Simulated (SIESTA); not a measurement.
Input of a SIESTA 5.4.2 run:

File Ge.fdf:

```
SystemName                      Ge
SystemLabel                     Ge
NumberOfSpecies                 1
NumberOfAtoms                   8
%block ChemicalSpeciesLabel
  1  32 Ge
%endblock ChemicalSpeciesLabel

LatticeConstant                 1.0 Ang
%block LatticeVectors
     4.3368194800    -2.9986126800     0.0000000000
     4.3368194800     2.9986126800     0.0000000000
     0.0000000000     0.0000000000     5.7504647400
%endblock LatticeVectors
AtomicCoordinatesFormat         Fractional
%block AtomicCoordinatesAndAtomicSpecies
     0.1675954000     0.8324046000     0.6579973700  1  Ge
     0.8324046000     0.1675954000     0.3420026300  1  Ge
     0.3324046000     0.6675954000     0.1579973700  1  Ge
     0.6675954000     0.3324046000     0.8420026300  1  Ge
     0.2079936500     0.2079936500     0.0000000000  1  Ge
     0.7079936500     0.7079936500     0.5000000000  1  Ge
     0.7920063500     0.7920063500     0.0000000000  1  Ge
     0.2920063500     0.2920063500     0.5000000000  1  Ge
%endblock AtomicCoordinatesAndAtomicSpecies

%block kgrid.MonkhorstPack
    6   0   0  0.0
    0   6   0  0.0
    0   0   5  0.0
%endblock kgrid.MonkhorstPack
XC.Functional                   GGA
XC.Authors                      PBEsol
PAO.BasisSize                   DZP
PAO.EnergyShift                 0.003 Ry
Mesh.Cutoff                     800 Ry
OccupationFunction              FD
ElectronicTemperature           0.05 eV
MaxSCFIterations                120
SCF.MustConverge                false
SCF.Mixer.Method                Pulay
SCF.Mixer.Weight                0.25
SCF.Mixer.History               8
SCF.DM.Tolerance                5.0e-05
SCF.H.Tolerance                 1.0e-03 eV
WriteForces                     true
Charge.Mulliken                 end
BandLinesScale                  ReciprocalLatticeVectors
%block BandLines
    1    0.000000   0.000000   0.000000  \Gamma
    9    0.369519  -0.369519   0.000000  X
    5    0.000000  -0.500000   0.000000  S
    7    0.000000  -0.500000  -0.500000  R
    5    0.369519  -0.369519  -0.500000  A
    9    0.000000   0.000000  -0.500000  Z
    7    0.000000   0.000000   0.000000  \Gamma
    9   -0.500000  -0.500000   0.000000  Y
    3   -0.369519  -0.630481   0.000000  X1
    7   -0.369519  -0.630481  -0.500000  A1
    3   -0.500000  -0.500000  -0.500000  T
    7   -0.500000  -0.500000   0.000000  Y
    1    0.000000   0.000000  -0.500000  Z
    9   -0.500000  -0.500000  -0.500000  T
%endblock BandLines
%block PAO.Basis
  Ge 4
  n=4 0 2
    5.960 0.000
  n=4 1 2
    8.130 0.000
  n=3 2 2
    3.189 0.000
  n=4 2 1
    8.130
%endblock PAO.Basis
```

Potentials or basis: PseudoDojo 0.4 standard (PBEsol files), DZP (energy shift 0.003 Ry; two zetas on semicore shells).

Command:

```sh
$ siesta Ge.fdf > Ge.out 2>&1
```

(1) What does it give for the pressure?

(2) What does it give for the largest force?

(3) What does it give for the band gap on the k mesh?

## Answers

(1) 1.0 GPa.

(2) 0.103 eV/Å.

(3) none (metal or under the smearing width).

Caveat: the basis of atomic orbitals isn't converged, which shifts pressures, moduli and gaps.
